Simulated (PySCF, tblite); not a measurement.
# C2H3BrF4Ge: geometry, infrared bands and NMR shifts

What infrared bands and NMR shifts should C2H3BrF4Ge (`F[C@@H](Br)[GeH2][C](F)(F)F`) show?

Computed with tblite 0.8.0 and PySCF 2.14.0, with density-fitted response routines of our own, on a single molecule in the gas phase. Atoms count from 0, in the outputs and in this text.

## (1) Starting geometry

11 atoms, charge 0, multiplicity 1; geometry from: force field or distance geometry start.

Bonds of the start (Å): F0–C1 1.39, C1–Br2 1.95, C1–Ge3 1.94, Ge3–C4 1.94, C4–F5 1.37, C4–F6 1.39, C4–F7 1.37, C1–H8 1.10, Ge3–H9 1.57, Ge3–H10 1.55.

## (2) Optimising the geometry with GFN2-xTB

What the job is given:

```
{"job": {"kind": "relax", "xc": "GFN2-xTB", "basis": "xTB"}, "charge": 0, "multiplicity": 1}
F      1.553200     1.154200     1.357900
C      1.518800     0.456700     0.161100
Br     3.162700    -0.576800     0.004600
Ge    -0.003500    -0.745000     0.148900
C     -1.647800     0.275500     0.301700
F     -1.654400     0.985300     1.477500
F     -1.728500     1.159400    -0.771900
F     -2.723400    -0.575300     0.272100
H      1.447100     1.157700    -0.677500
H      0.093900    -1.728800     1.362200
H     -0.012800    -1.560100    -1.168100
```

Run with:

```bash
$ OMP_NUM_THREADS=1 python probes_run.py task.json out
```

One launch serves the whole session: the jobs run in the order shown.

**Question.** This job is followed by: GFN2-xTB harmonic vibrations, gas phase; GIAO PBE0/pcSseg-1 NMR shielding, non-relativistic, gas phase. What will the session give for the following? strongest single infrared mode (GFN2-xTB); zero-point energy (GFN2-xTB); 13C shifts against TMS (PBE0/pcSseg-1); 1H shifts against TMS (PBE0/pcSseg-1); 19F shifts against CFCl3 (PBE0/pcSseg-1, means over atoms taken as alike); 79Br shifts against HBr (PBE0/pcSseg-1); 73Ge shifts against GeMe4 (PBE0/pcSseg-1).

The runs gave:

| quantity | value |
| --- | --- |
| strongest single infrared mode (GFN2-xTB) | 1047 cm⁻¹, 276 km/mol |
| zero-point energy (GFN2-xTB) | 28.6 kcal/mol |
| 13C shifts against TMS (PBE0/pcSseg-1) | 137.7, 105.6 ppm |
| 1H shifts against TMS (PBE0/pcSseg-1) | 7.25, 4.56, 4.49 ppm |
| 19F shifts against CFCl3 (PBE0/pcSseg-1, means over atoms taken as alike) | -67.6, -185.4 ppm |
| 79Br shifts against HBr (PBE0/pcSseg-1) | 581 ppm |
| 73Ge shifts against GeMe4 (PBE0/pcSseg-1) | -146 ppm |

What this shows: Over 46 steps the energy fell by 0.306 eV; of the close pairs, Ge3–C4 changed most, 1.941 to 2.015 Å. No mode is imaginary among the 27: a minimum at this level. The strongest single mode, at 1047 cm⁻¹, moves mainly C4. Unscaled tight-binding wavenumbers are off by several per cent, some by more. Its intensities can rank the bands wrongly. C1 stands next to heavy halogen, whose spin-orbit shielding this run leaves out, so the computed shift lies too far downfield, most of all for carbon beside Br or I. The most deshielded hydrogen is H8 (hydrogen on an sp3 CH bonded to Br and F and Ge), at 7.25 ppm: its carbon carries Br and F, hence the downfield position. At PBE0/pcSseg-1: The widest tensor belongs to Br2: span 1651 ppm, with a paramagnetic part of -1081 ppm. Spin-orbit coupling is left out, which matters for shieldings and couplings at and beside the heavy atoms.
